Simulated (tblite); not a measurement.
# C5H14BOS: the cost of one run

Programs: PySCF 2.14.0 with density-fitted response routines of our own, and tblite 0.8.0. All values are computed, except where a source is named. Atoms count from 0 throughout.

### 1 The molecule as given

22 atoms, charge -1, multiplicity 1; geometry from: force field or distance geometry start.

Bonds of the start (Å): B4–C5 1.61, B4–C6 1.61, B4–C7 1.62, C0–H10 1.11, C0–H8 1.11, C0–H9 1.11, C0–S1 1.82, C3–B4 1.62, C3–H11 1.12, C3–H12 1.10, C5–H13 1.11, C5–H14 1.11, C5–H15 1.11, C6–H16 1.12, C6–H17 1.11, C6–H18 1.11, C7–H19 1.11, C7–H20 1.11, C7–H21 1.11, S1–C3 1.81, S1–O2 1.51.

### 2 GFN2-xTB relaxation, start minimum

The job: settings as JSON, then the geometry in Å.

```
{"job": {"xc": "GFN2-xTB", "basis": "xTB", "kind": "relax"}, "charge": -1, "multiplicity": 1}
C      3.259600    -0.828900     0.032500
S      1.584900    -0.887700    -0.669700
O      1.765900    -0.251300    -2.026500
C      0.666700     0.348300     0.285500
B     -0.941100     0.220000     0.099500
C     -1.658600     1.355000     0.989500
C     -1.463300    -1.225500     0.570300
C     -1.337500     0.462700    -1.450100
H      3.931800    -1.475500    -0.562500
H      3.224600    -1.190500     1.085900
H      3.623600     0.216400     0.011500
H      0.901400     0.198000     1.371600
H      1.004000     1.357300     0.009600
H     -1.314400     2.364100     0.669300
H     -1.396100     1.224200     2.064500
H     -2.760000     1.297200     0.896700
H     -1.134300    -1.423400     1.619200
H     -1.065800    -2.032700    -0.085100
H     -2.573700    -1.262200     0.542300
H     -2.441200     0.545600    -1.546500
H     -1.008000    -0.386400    -2.076700
H     -0.879000     1.394800    -1.831500
```

Run with:

```bash
$ OMP_NUM_THREADS=1 python ens_run.py task.json out
```

The driver reads the study from task.json and runs its stages one after another.

**Question.** How long does this first job take on 1 thread of Intel Xeon Platinum 8259CL at 2.50GHz, shared host?

About 4.5 s.
